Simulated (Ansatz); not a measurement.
# Al5HO8: the cost of one run

Method: DFT PBEsol, plane waves, PAW, scalar-relativistic, no spin polarisation, in Ansatz 0.2.0.

### 1 Starting point

The cell holds 28 atoms (Al10H2O16): a = 5.571 Å, b = 5.571 Å, c = 8.750 Å, α = 90.00°, β = 90.00°, γ = 120.00°.

Coordinates:

```
Al H O
1.0
     5.57081    0.00000    0.00000
    -2.78540    4.82446    0.00000
     0.00000    0.00000    8.75031
Al H O
10 2 16
Direct
  0.16570 0.33141 0.36578
  0.66859 0.83430 0.36578
  0.16570 0.83430 0.36578
  0.83430 0.66859 0.86578
  0.33141 0.16570 0.86578
  0.83430 0.16570 0.86578
  0.66667 0.33333 0.15837
  0.33333 0.66667 0.65837
  0.33333 0.66667 0.04811
  0.66667 0.33333 0.54811
  0.00000 0.00000 0.09711
  0.00000 0.00000 0.59711
  0.00000 0.00000 0.98505
  0.00000 0.00000 0.48505
  0.51444 0.02889 0.00108
  0.97111 0.48556 0.00108
  0.51444 0.48556 0.00108
  0.48556 0.97111 0.50108
  0.02889 0.51444 0.50108
  0.48556 0.51444 0.50108
  0.83405 0.16595 0.26265
  0.83405 0.66810 0.26265
  0.33190 0.16595 0.26265
  0.16595 0.83405 0.76265
  0.16595 0.33190 0.76265
  0.66810 0.83405 0.76265
  0.33333 0.66667 0.25487
  0.66667 0.33333 0.75487
```

### 2 Run 1

270 steps of 0.5 fs under a Langevin thermostat at 900 K.

Contents of input.yaml:

```yaml
crystal:
  lattice:
    - [5.570808, 0.0, 0.0]
    - [-2.785404, 4.824461, 0.0]
    - [0.0, 0.0, 8.750307]
  atoms:
    - { symbol: Al, position: [0.1657044, 0.3314088, 0.3657808] }
    - { symbol: Al, position: [0.6685912, 0.8342956, 0.3657808] }
    - { symbol: Al, position: [0.1657044, 0.8342956, 0.3657808] }
    - { symbol: Al, position: [0.8342956, 0.6685912, 0.8657808] }
    - { symbol: Al, position: [0.3314088, 0.1657044, 0.8657808] }
    - { symbol: Al, position: [0.8342956, 0.1657044, 0.8657808] }
    - { symbol: Al, position: [0.6666667, 0.3333333, 0.1583662] }
    - { symbol: Al, position: [0.3333333, 0.6666667, 0.6583662] }
    - { symbol: Al, position: [0.3333333, 0.6666667, 0.0481131] }
    - { symbol: Al, position: [0.6666667, 0.3333333, 0.5481132] }
    - { symbol: H, position: [0.0, 0.0, 0.0971055] }
    - { symbol: H, position: [0.0, 0.0, 0.5971055] }
    - { symbol: O, position: [0.0, 0.0, 0.9850547] }
    - { symbol: O, position: [0.0, 0.0, 0.4850547] }
    - { symbol: O, position: [0.5144431, 0.0288861, 0.0010842] }
    - { symbol: O, position: [0.9711139, 0.4855569, 0.0010842] }
    - { symbol: O, position: [0.5144431, 0.4855569, 0.0010842] }
    - { symbol: O, position: [0.4855569, 0.9711139, 0.5010842] }
    - { symbol: O, position: [0.0288861, 0.5144431, 0.5010842] }
    - { symbol: O, position: [0.4855569, 0.5144431, 0.5010842] }
    - { symbol: O, position: [0.834048, 0.165952, 0.2626528] }
    - { symbol: O, position: [0.834048, 0.668096, 0.2626528] }
    - { symbol: O, position: [0.331904, 0.165952, 0.2626528] }
    - { symbol: O, position: [0.165952, 0.834048, 0.7626528] }
    - { symbol: O, position: [0.165952, 0.331904, 0.7626528] }
    - { symbol: O, position: [0.668096, 0.834048, 0.7626528] }
    - { symbol: O, position: [0.3333333, 0.6666667, 0.2548711] }
    - { symbol: O, position: [0.6666667, 0.3333333, 0.7548711] }
basis:
  ecutwfc: 420.0
kpoints:
  mp_grid: { grid: [2, 2, 1] }
hamiltonian:
  xc: pbesol
scf:
  occupations: { method: fermi_dirac, width: 0.05 }
  lower_state_search: "off"
md:
  timestep: 0.5
  n_steps: 270
  ensemble: nvt_langevin
  temperature: 900.0
  initial_velocities: maxwell_boltzmann
  seed: 251264
  friction: 0.05
```

Started as:

```console
> ansatz run input.yaml --threads 1 --pin off --max-ram 3072MiB --backend cpu --events-out ev --progress --plain --runs-dir out
```

**Question.** How long does this run take on 1 thread of Arm Neoverse V2, shared host, and how much memory does it need?

About 14 min, with a peak of 0.52 GiB.
